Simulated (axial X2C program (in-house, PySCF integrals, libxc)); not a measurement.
# Linear OGeO²⁺ at several levels

An exercise on one series of results from a longer session: the logs are not shown, and one member is left open.

Method: all-electron X2C, two-component (2c) or spin-free, O dyall-av3z, Ge dyall-v3z; program: an in-house X2C program for linear molecules on PySCF integrals.

All values are calculated.

2 further runs of the same task are left out: 2 set aside as unsound or not needed.

Set-up of the first run:

task.json reads:

```json
{
 "zs": [
  8,
  32,
  8
 ],
 "q": 2,
 "bas": [
  "dyall-av3z",
  "dyall-v3z",
  "dyall-av3z"
 ],
 "r0": [
  1.68,
  1.68
 ],
 "symm": 1,
 "scan": [
  "PBE0",
  "HF",
  "PBE"
 ],
 "levels": [
  "PBE0",
  "HF",
  "B3LYP"
 ],
 "nst": 2
}
```

Keys: zs atomic numbers; q charge; bas basis sets; r0 starting distance in Å; symm equal bonds; scan levels of the two-bond scan; levels methods; nst determinants followed.

Started as:

```
python solin.py task.json out
```

Masses O 15.995, Ge 73.921, O 15.995 u.

Steps of the session up to this table: Scan at PBE0, 2c; Scan at PBE, 2c; Scan at PBE0, spin-free.

One table of the session follows, with a row left open; its other results are not shown here.

```
          level  lower stretch (cm⁻¹)  upper stretch (cm⁻¹)
       PBE0, 2c                 653.3                 804.0
        PBE, 2c                 601.3                 754.1
PBE0, spin-free                 652.7                 803.3
 PBE, spin-free                     ?                     ?
```

Q: Estimate the row for PBE, spin-free from the others.

**Answer.** lower stretch (cm⁻¹): 600.7; upper stretch (cm⁻¹): 753.4. In the column «lower stretch (cm⁻¹)» it is the lowest.

Scans not shown above were run alike.

Caveats from the session: A multiply charged ion may be only metastable. The molecule was held linear; bending was not examined, so a bent shape may lie lower. Note: functional without a current term on a determinant with orbital currents, of the molecule or an atom.
